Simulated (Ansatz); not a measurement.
**SnH₂ (triplet): the correlation ladder at distance Sn1–H2 = 2.691 Å, def2-SVP**

Aim: climb from Hartree-Fock through coupled cluster and multireference methods for SnH₂ (triplet) at one geometry and basis, and see what each rung misses.

Computed with Ansatz 0.2.0, Gaussian basis. Level: def2-SVP, core rule «outside noble gas», up to 9 orbitals frozen.

To be run: UHF; CCSD(T) on ROHF; CCSD(T) on UHF; BCCD(T) on ROHF; CISD; CCSDT(Q) on ROHF; CCSDT(Q) on UHF; CASSCF and MRCISD+Q, 4 electrons in 4 orbitals; CASSCF and NEVPT2, 4 electrons in 4 orbitals; CASSCF and MRCISD+Q, 6 electrons in 6 orbitals; CASSCF and NEVPT2, 6 electrons in 6 orbitals; Full CI.

19 further runs of the same task are left out: 16 that didn't finish, 3 set aside as unsound or not needed.

**1. What is computed**

The geometry derives from a PBE0/def2-TZVP stationary point (not a proven minimum). One bond is set to the value named and the two fragments are kept rigid. No spin-orbit coupling is included. Elements past krypton take def2 core potentials.

3 atoms, charge 0, spin multiplicity 3.

Atoms are counted from 1 here; the program's logs count them from 0.

Bond lengths: Sn1–H3 1.715 Å.

**2. UHF**

File in.yaml:

```yaml
crystal:
  periodic: [false, false, false]
  atoms:
    - {symbol: Sn, position_ang: [0.000000, -0.018486, 0.007045]}
    - {symbol: H, position_ang: [0.000000, 1.333806, -2.319495]}
    - {symbol: H, position_ang: [0.000000, 0.843358, 1.489798]}
basis:
  gaussian: {orbitals: def2-SVP}
magnetization: {spin_polarized: true, initial_magnetization: 2}
hamiltonian: {xc: hf}
output: {orbitals: {seedname: orbitals}}
```

Run with:

```sh
> ansatz run in.yaml --threads 1 --pin off --events-out ev --progress --plain --max-ram 2393MiB
```

After this run come: CCSD(T) on ROHF; CCSD(T) on UHF; BCCD(T) on ROHF; CISD; CCSDT(Q) on ROHF; CCSDT(Q) on UHF; CASSCF and MRCISD+Q, 4 electrons in 4 orbitals; CASSCF and NEVPT2, 4 electrons in 4 orbitals; CASSCF and MRCISD+Q, 6 electrons in 6 orbitals; CASSCF and NEVPT2, 6 electrons in 6 orbitals; Full CI.

Before running them: what should the planned runs give, taken together? Wanted: FCI below the RHF energy; RMP2 from FCI; UMP2 from FCI; RCCSD from FCI; RCCSD(T) from FCI; UCCSD(T) from FCI; RCCSDT(Q) from FCI; UCCSDT(Q) from FCI; NEVPT2 pair from FCI.

As calculated:

```
                         quantity                                                                                               value
         FCI below the RHF energy                                                                                          -2.3325 eV
                    RMP2 from FCI                                                                                     +16.61 kcal/mol
                    UMP2 from FCI                                                                                     +15.90 kcal/mol
                   RCCSD from FCI                                                                                      +1.86 kcal/mol
                RCCSD(T) from FCI                                                                                      +0.70 kcal/mol
                UCCSD(T) from FCI                                                                                      +0.50 kcal/mol
               RCCSDT(Q) from FCI                                                                                       0.00 kcal/mol
               UCCSDT(Q) from FCI                                                                                      -0.21 kcal/mol
             NEVPT2 pair from FCI                                                                                     +12.03 kcal/mol
           MRCISD+Q pair from FCI                                                                                      -0.19 kcal/mol
          NEVPT2 valence from FCI                                                                                      +9.09 kcal/mol
levels within 1 kcal/mol (43 meV)  RCCSD(T), UCCSD(T), BCCD(T), RCCSDT, UCCSDT, RCCSDT(Q), UCCSDT(Q), MRCISD+Q pair, MRCISD+Q valence
                    T1 diagnostic                                                                                               0.069
   effectively unpaired electrons                                                                                                2.10
```

What this shows: RCCSD(T) lands +0.70 kcal/mol from the yardstick (1.3 % of the correlation energy). UCCSDT, UCCSDT(Q), MRCISD+Q pair fall below full CI: unrestricted runs freeze a spin-polarised core, another one than full CI's, and coupled cluster isn't variational. The occupations are near whole numbers, but T1 = 0.069 shows that the orbitals relax strongly. Of the multireference levels listed MRCISD+Q valence comes nearest in total energy (-0.03 kcal/mol), which doesn't show that its space is the better one. These misses are within one basis, not against nature; the frozen cores of restricted and unrestricted runs differ, which can shift their rows.
